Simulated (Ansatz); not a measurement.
# C3H8OSi: a ladder of functionals and wavefunction methods

One table from this session's results is given with a row withheld; the runs are named, their logs left out.

Computed with Ansatz 0.2.0, Gaussian basis. Level: functionals in def2-TZVPP, the program's frozen cores in correlated methods.

Plan: LDA (SPW92), PBE-D4, revPBE-D4, BLYP-D4, r2SCAN-D4, B97M-V, PBE0-D4, B3LYP-D4, r2SCANh-D4, r2SCAN0-D4, HSE06-D4, BHLYP-D4, CAM-B3LYP-D4, LC-ωPBE, ωB97X-V, ωB97M-V, B2PLYP, PBE-QIDH; CCSD(T)/def2-SVP; CCSD(T)/def2-TZVPP; MP2/def2-QZVPP; extrapolation to the limit; RPA on PBE.

### Structure used throughout

An earlier PBE0-D4 in a triple-zeta def2 set relaxation fixed the geometry.

SMILES `CC[Si]OC`, 13 atoms, charge 0, spin multiplicity 1.

Atoms are counted from 1 here; the program's logs count them from 0.

Bond lengths: C1–C2 1.533 Å, C1–H6 1.095 Å, C1–H7 1.093 Å, C1–H8 1.093 Å, C2–Si3 1.914 Å, C2–H9 1.096 Å, C2–H10 1.096 Å, Si3–O4 1.646 Å, O4–C5 1.407 Å, C5–H11 1.093 Å, C5–H12 1.094 Å, C5–H13 1.092 Å. Angles: C2–C1–H6 111.7°, C2–C1–H7 111.9°, C2–C1–H8 111.7°, H6–C1–H7 106.9°, H6–C1–H8 107.0°, H7–C1–H8 107.4°, C1–C2–Si3 110.0°, C1–C2–H9 109.7°, C1–C2–H10 110.7°, Si3–C2–H9 107.1°, Si3–C2–H10 112.9°, H9–C2–H10 106.4°, C2–Si3–O4 103.5°, Si3–O4–C5 134.4°, O4–C5–H11 109.5°, O4–C5–H12 112.4°, O4–C5–H13 108.9°, H11–C5–H12 108.8° and more.

Coordinates:

```xyz
13
C3H8OSi
C    -1.1869    1.1412    0.1065
C     0.3185    1.2270    0.3831
Si    0.8224   -0.0959    1.6721
O     0.8593   -1.4909    0.7983
C     0.6666   -1.8069   -0.5589
H    -1.7707    1.1788    1.0322
H    -1.5330    1.9663   -0.5214
H    -1.4529    0.2102   -0.4006
H     0.5588    2.2053    0.8147
H     0.8890    1.1520   -0.5501
H    -0.2673   -2.3634   -0.6742
H     0.6270   -0.9163   -1.1921
H     1.4896   -2.4421   -0.8947
```

Set-up of the first run:

in.yaml

```yaml
crystal:
  periodic: [false, false, false]
  atoms:
    - {symbol: C, position_ang: [-1.186859, 1.141218, 0.106460]}
    - {symbol: C, position_ang: [0.318473, 1.226970, 0.383141]}
    - {symbol: Si, position_ang: [0.822373, -0.095856, 1.672066]}
    - {symbol: O, position_ang: [0.859332, -1.490883, 0.798347]}
    - {symbol: C, position_ang: [0.666620, -1.806932, -0.558915]}
    - {symbol: H, position_ang: [-1.770665, 1.178821, 1.032216]}
    - {symbol: H, position_ang: [-1.533049, 1.966271, -0.521371]}
    - {symbol: H, position_ang: [-1.452901, 0.210156, -0.400626]}
    - {symbol: H, position_ang: [0.558764, 2.205312, 0.814684]}
    - {symbol: H, position_ang: [0.888971, 1.151952, -0.550072]}
    - {symbol: H, position_ang: [-0.267301, -2.363363, -0.674185]}
    - {symbol: H, position_ang: [0.627021, -0.916292, -1.192137]}
    - {symbol: H, position_ang: [1.489619, -2.442073, -0.894707]}
basis:
  gaussian: {orbitals: def2-TZVPP}
hamiltonian: {xc: lda}
output: {orbitals: {seedname: orbitals}}
```

Steps of the session up to this table: LDA; PBE-D4 (GGA); revPBE-D4 (GGA); BLYP-D4 (GGA); r2SCAN-D4 (meta-GGA); B97M-V (meta-GGA); PBE0-D4 (hybrid); B3LYP-D4 (hybrid); r2SCANh-D4 (hybrid); r2SCAN0-D4 (hybrid); HSE06-D4 (hybrid); BHLYP-D4 (hybrid); CAM-B3LYP-D4 (range-separated); LC-ωPBE-D4 (range-separated; the results give it without D4); ωB97X-V (range-separated); ωB97M-V (range-separated); B2PLYP (double hybrid); PBE-QIDH (double hybrid).

One of the session's tables, all rows but one given; the rest of the session is left out.

It belongs to the step «Orbital energies across the functionals». 

```
  functional  HOMO (eV)  LUMO (eV)  gap (eV)
 LDA (SPW92)      -5.02      -2.52      2.50
      PBE-D4      -4.94      -2.35      2.59
   revPBE-D4      -4.89      -2.27      2.62
     BLYP-D4      -4.81      -2.20      2.61
   r2SCAN-D4      -5.12      -2.23      2.89
      B97M-V      -5.21      -2.22      3.00
     PBE0-D4      -6.00      -1.52      4.48
    B3LYP-D4      -5.83      -1.71      4.12
  r2SCANh-D4      -5.52      -1.92      3.60
  r2SCAN0-D4      -6.11      -1.45      4.66
    HSE06-D4      -5.60      -1.90      3.71
    BHLYP-D4          ?          ?         ?
CAM-B3LYP-D4      -7.28      -0.43      6.85
     LC-ωPBE      -8.55       0.67      9.23
     ωB97X-V      -8.25       0.56      8.81
     ωB97M-V      -8.10       0.42      8.52
```

Estimate the missing values for BHLYP-D4.

Worked estimate for «HOMO (eV)». Against the share of exact exchange, BLYP-D4 (0, -4.81), B3LYP-D4 (0.2, -5.83) give a slope of -5.10 per unit share; at 0.5 the line stands at -7.36.

**Answer.** HOMO (eV): -6.97; LUMO (eV): -0.60; gap (eV): 6.37. In «HOMO (eV)» the line misses by -0.39.
